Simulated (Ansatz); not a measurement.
GaGe:

```
Ge Ga
1.0
     0.00000    2.89784    2.89784
     2.89784    0.00000    2.89784
     2.89784    2.89784    0.00000
Ge Ga
1 1
Direct
  0.00000 0.00000 0.00000
  0.25000 0.25000 0.25000
```

The cell comes from a database or a generator and needn't be the stable form of this composition.

Below is the output of Ansatz 0.2.0 for this cell. Logs are shortened: lines on timing, memory, paths and dates and some standing lists are left out, and cuts for length are marked.

```text
Warning: RAYON_NUM_THREADS=2 ignored (pool sized by the plan → 2); use --threads N
Engine: ansatz 0.2.0, x86_64-unknown-linux-gnu
Pseudopotentials: kind: paw
Pseudopotential: Ge, paw, valence charge 14, recommended cutoff 420 eV (normal), Ge.paw.azcp
Pseudopotential: Ga, paw, valence charge 13, recommended cutoff 420 eV (normal), Ga.paw.azcp
Functional definition: PBEsol
  exchange = pbesol_x
  correlation = pbesol_c
Crystal: 2 atoms, lattice volume = 48.669 Å³
Basis set: ecut = 420 eV, 941 PW (Γ), exchange–correlation on 60×60×60 points (8 copies of the dense FFT grid, shifted against one another)
Bands: 18, of which v1, the nominal top of the filled ones, is band 14 counted from 1 (13 counted from 0)
Symmetry: 24 space group operations
Space group: F-43m (ITA 216), of the structure as read, at distance tolerance 3.7e-5 Å
k-points: 29 of 512 (time reversal used)
Non-local potential: Ge, projectors of the file, l = 0: 2, l = 1: 2, l = 2: 3, l = 3: 1
Non-local potential: Ga, projectors of the file, l = 0: 2, l = 1: 2, l = 2: 3, l = 3: 1
PAW form: soft (Blöchl's): semilocal exchange-correlation on the pseudo side does not see the compensation charge
PAW frozen core: Ge, regenerated for the run's functional, and the local potential with it (the file was generated under x = pbe(κ = 0.804, μ = 0.2195149727645171), c = pbe(β = 0.06672455060314922))
PAW frozen core: Ga, regenerated for the run's functional, and the local potential with it (the file was generated under x = pbe(κ = 0.804, μ = 0.2195149727645171), c = pbe(β = 0.06672455060314922))
PAW one-centre angular grid: Ge, 590 points (default); XC on 64 Gauss nodes
PAW one-centre angular grid: Ga, 590 points (default); XC on 64 Gauss nodes
Initial density: superposition of atomic densities (neutral atoms: chi_scale 0, normalization atom), corrected by the library's trained network
Initial wavefunctions: pseudopotential atomic-orbital guess
Functional: x = pbesol(κ = 0.804, μ = 0.12345679012345678), c = pbesol(β = 0.046)
SCF iter   1: F=—  HF=-7996.310522 eV  |F-HF|=—  |Δ(HF+E_count)|=         —  Δρ=2.79e-3  dr2=3.98e-3  ethr=1.77e-3  ⟨swp⟩=6.0  Hψ=2494  notcnv=0
[... 142 lines left out ...]
        0.000000      -2.391059      -0.000000
        0.000000      -0.000000      -2.391059
  P = ⅓ Tr σ = -2.3911 GPa (-23.911 kbar)
--- Band table (eV; the first three rows and the last of 29) ---
  k-point 0: bands = ["-17.7228", "-17.7228", "-17.7228", "-17.7034", "-17.7034", "-8.0988", "-8.0988", "-8.0988", "-8.0384", "-8.0384", "-4.3340", "7.9033", "7.9033", "7.9033", "8.2389", "10.5572", "10.5572", "10.5572"]
  k-point 1: bands = ["-17.7228", "-17.7224", "-17.7224", "-17.7033", "-17.7033", "-8.1028", "-8.0961", "-8.0961", "-8.0386", "-8.0386", "-4.1511", "5.8033", "7.6000", "7.6000", "9.0740", "10.9662", "10.9662", "11.3254"]
  k-point 2: bands = ["-17.7227", "-17.7215", "-17.7215", "-17.7030", "-17.7030", "-8.1126", "-8.0903", "-8.0903", "-8.0386", "-8.0386", "-3.6231", "3.5474", "7.0901", "7.0901", "8.7014", "11.5202", "11.5202", "13.2637"]
  k-point 28: bands = ["-17.7225", "-17.7210", "-17.7174", "-17.7039", "-17.7012", "-8.1371", "-8.0753", "-8.0660", "-8.0466", "-8.0372", "-1.2276", "0.5484", "4.0401", "4.1515", "11.9567", "11.9630", "12.3120", "12.6108"]
--- Elastic constants: 2 strain directions × 2 members + reference (group order 24) ---
  dense FFT box of the reference and of every strained cell: 30×30×30
  strains applied: 11, 23; error gains: componentwise 1.00 (the most a stress slope's error grows in a printed constant), spectral 1.73 (1 for all six strains in a standard setting)
  C = ∂σ_k/∂η_j (tension-positive GPa; Voigt order 11 22 33 23 13 12):
        44.568     44.898     44.898     -0.000      0.000     -0.000
        44.898     44.568     44.898     -0.000      0.000      0.000
        44.898     44.898     44.568     -0.000      0.000     -0.000
        -0.000     -0.000     -0.000      4.653      0.000      0.000
         0.000      0.000     -0.000     -0.000      4.653     -0.000
        -0.000      0.000      0.000     -0.000     -0.000      4.653
  reference stress σ⁰ (GPa):      2.391      2.391      2.391      0.000     -0.000     -0.000
  C* (energy form; C + prestress term) asymmetry max|C*_kj − C*_jk| = 1.421e-14 GPa — a small one proves nothing (zero by symmetry where the batch's group is 432, −43m or m−3m); a large one is finite-difference/SCF noise where every solve meets its electron count
  moduli (Voigt/Reuss/Hill, GPa): K = 44.79/44.79/44.79   G = 2.73/-0.44/1.14   E = 3.40   ν = 0.487
  mechanically stable: NO (min eigenvalue of sym C = -0.33 GPa)
  strain η (Voigt 11):  stress-route row diagonal C_11 = 44.57 GPa, energy-path curvature d²(F+E_count+ΔE)/dδ²/Ω₀ = 45.27 GPa
         δ    σ_11 (GPa)             F (eV)   n_scf  n_hpsi   n_pw
    -2.000e-3       2.3029       -7996.3106439       8   20188    960   relax 0 steps, max|allowed force component| 1.11e-16 eV/Å
     2.000e-3       2.4812       -7996.3077336       7   17293    962   relax 0 steps, max|allowed force component| 1.11e-16 eV/Å
  strain η (Voigt 23):  stress-route row diagonal C_44 = 4.65 GPa, energy-path curvature d²(F+E_count+ΔE)/dδ²/Ω₀ = 3.50 GPa
         δ    σ_23 (GPa)             F (eV)   n_scf  n_hpsi   n_pw
    -2.000e-3      -0.0093       -7996.3092154       4   20520    960   relax 3 steps, max|allowed force component| 1.81e-6 eV/Å
     2.000e-3       0.0093       -7996.3092154       4   20384    960   relax 2 steps, max|allowed force component| 2.02e-6 eV/Å
```

Q: What input gives this log?

A: Elastic constants with PBEsol, no spin polarisation. The files as run (others can give the same):

input.yaml
```yaml
crystal:
  lattice:
    - [0.0, 2.897844, 2.897844]
    - [2.897844, 0.0, 2.897844]
    - [2.897844, 2.897844, 0.0]
  atoms:
    - { symbol: Ge, position: [0.0, 0.0, 0.0] }
    - { symbol: Ga, position: [0.25, 0.25, 0.25] }
hamiltonian:
  xc: pbesol
  pseudopotentials: { kind: paw }
kpoints:
  mp_grid: { grid: [8, 8, 8] }
scf:
  occupations: { method: fermi_dirac, width: 0.05 }
output:
  forces: true
  stress: true
elastic:
  mode: relaxed_ion
  stencil: two_point
```

Potentials or basis: Ansatz PAW.
The run is started by
```bash
$ ansatz run input.yaml --threads 2 --pin off --max-ram 5632MiB --backend cpu --events-out ev --progress --plain --runs-dir out
```

Caveat: the elastic tensor has a negative eigenvalue, so either the cell is unstable as it stands or the mesh is too thin; the PAW data sets come from PBE, with cores solved anew for the run's functional, which leaves a small shift of forces and pressure.
